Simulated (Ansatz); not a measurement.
# CH9NOSi2: one species, many methods

One table from this session's results is given with a row withheld; the runs are named, their logs left out.

Method: functionals in def2-TZVPP, the program's frozen cores in correlated methods; program: Ansatz 0.2.0, Gaussian basis.

Plan: LDA (SPW92), PBE-D4, revPBE-D4, BLYP-D4, r2SCAN-D4, B97M-V, PBE0-D4, B3LYP-D4, r2SCANh-D4, r2SCAN0-D4, HSE06-D4, BHLYP-D4, CAM-B3LYP-D4, LC-ωPBE, ωB97X-V, ωB97M-V, B2PLYP, PBE-QIDH; CCSD(T)/def2-SVP; CCSD(T)/def2-TZVPP; MP2/def2-QZVPP; extrapolation to the limit; RPA on PBE.

### The geometry

All runs share one geometry, relaxed beforehand with PBE0-D4 in a triple-zeta def2 set.

SMILES `CO[SiH](N)[SiH3]`, 14 atoms, charge 0, spin multiplicity 1.

Atoms are counted from 1 here; the program's logs count them from 0.

Bond lengths: C1–O2 1.407 Å, C1–H6 1.097 Å, C1–H7 1.096 Å, C1–H8 1.091 Å, O2–Si3 1.652 Å, Si3–N4 1.704 Å, Si3–Si5 2.347 Å, Si3–H9 1.492 Å, N4–H10 1.007 Å, N4–H11 1.007 Å, Si5–H12 1.491 Å, Si5–H13 1.488 Å, Si5–H14 1.490 Å. Angles: O2–C1–H6 111.6°, O2–C1–H7 111.7°, O2–C1–H8 108.4°, H6–C1–H7 108.3°, H6–C1–H8 108.4°, H7–C1–H8 108.3°, C1–O2–Si3 122.7°, O2–Si3–N4 112.1°, O2–Si3–Si5 110.3°, O2–Si3–H9 107.4°, N4–Si3–Si5 107.4°, N4–Si3–H9 107.8°, Si5–Si3–H9 111.8°, Si3–N4–H10 120.9°, Si3–N4–H11 120.7°, H10–N4–H11 111.4°, Si3–Si5–H12 110.0°, Si3–Si5–H13 111.3° and more.

The first run:

in.yaml

```yaml
crystal:
  periodic: [false, false, false]
  atoms:
    - {symbol: C, position_ang: [0.266947, -0.462418, 2.190936]}
    - {symbol: O, position_ang: [0.620163, -0.856528, 0.887223]}
    - {symbol: Si, position_ang: [-0.312935, -0.512784, -0.432003]}
    - {symbol: N, position_ang: [0.189578, -1.372077, -1.815522]}
    - {symbol: Si, position_ang: [-0.189653, 1.774908, -0.942451]}
    - {symbol: H, position_ang: [-0.743153, -0.798665, 2.455522]}
    - {symbol: H, position_ang: [0.310091, 0.626538, 2.310792]}
    - {symbol: H, position_ang: [0.974047, -0.912952, 2.889675]}
    - {symbol: H, position_ang: [-1.708832, -0.934514, -0.113954]}
    - {symbol: H, position_ang: [0.024313, -2.362332, -1.898229]}
    - {symbol: H, position_ang: [1.013868, -1.094334, -2.322230]}
    - {symbol: H, position_ang: [1.087407, 2.070800, -1.652973]}
    - {symbol: H, position_ang: [-1.317477, 2.194109, -1.818561]}
    - {symbol: H, position_ang: [-0.227265, 2.610951, 0.290477]}
basis:
  gaussian: {orbitals: def2-TZVPP}
hamiltonian: {xc: lda}
output: {orbitals: {seedname: orbitals}}
```

Started as:

```console
$ ansatz run in.yaml --threads 2 --pin off --events-out ev --progress --plain --max-ram 20480MiB --backend cpu
```

Steps of the session up to this table: LDA; PBE-D4 (GGA); revPBE-D4 (GGA); BLYP-D4 (GGA); r2SCAN-D4 (meta-GGA); B97M-V (meta-GGA); PBE0-D4 (hybrid); B3LYP-D4 (hybrid); r2SCANh-D4 (hybrid); r2SCAN0-D4 (hybrid); HSE06-D4 (hybrid); BHLYP-D4 (hybrid); CAM-B3LYP-D4 (range-separated); LC-ωPBE (range-separated); ωB97X-V (range-separated); ωB97M-V (range-separated); B2PLYP (double hybrid); PBE-QIDH (double hybrid).

One table of the session follows, with a row left open; its other results are not shown here.

It belongs to the step «Orbital energies across the functionals». 

```
  functional  HOMO (eV)  gap (eV)
 LDA (SPW92)      -6.21      5.28
      PBE-D4      -6.11      5.37
   revPBE-D4      -6.07      5.42
     BLYP-D4          ?         ?
   r2SCAN-D4      -6.40      5.97
      B97M-V      -6.55      5.84
     PBE0-D4      -7.42      7.50
    B3LYP-D4      -7.22      7.11
  r2SCANh-D4      -6.89      6.74
  r2SCAN0-D4      -7.61      7.88
    HSE06-D4      -7.02      6.73
    BHLYP-D4      -8.62      9.55
CAM-B3LYP-D4      -8.75      9.83
     LC-ωPBE     -10.03     12.26
     ωB97X-V      -9.73     11.80
     ωB97M-V      -9.55     11.29
```

Estimate the missing values for BLYP-D4.

Worked estimate for «HOMO (eV)». Against the share of exact exchange, B3LYP-D4 (0.2, -7.22), BHLYP-D4 (0.5, -8.62) give a slope of -4.67 per unit share; at 0 the line stands at -6.29.

**Answer.** HOMO (eV): -6.02; gap (eV): 5.41. In «HOMO (eV)» the line misses by -0.27.
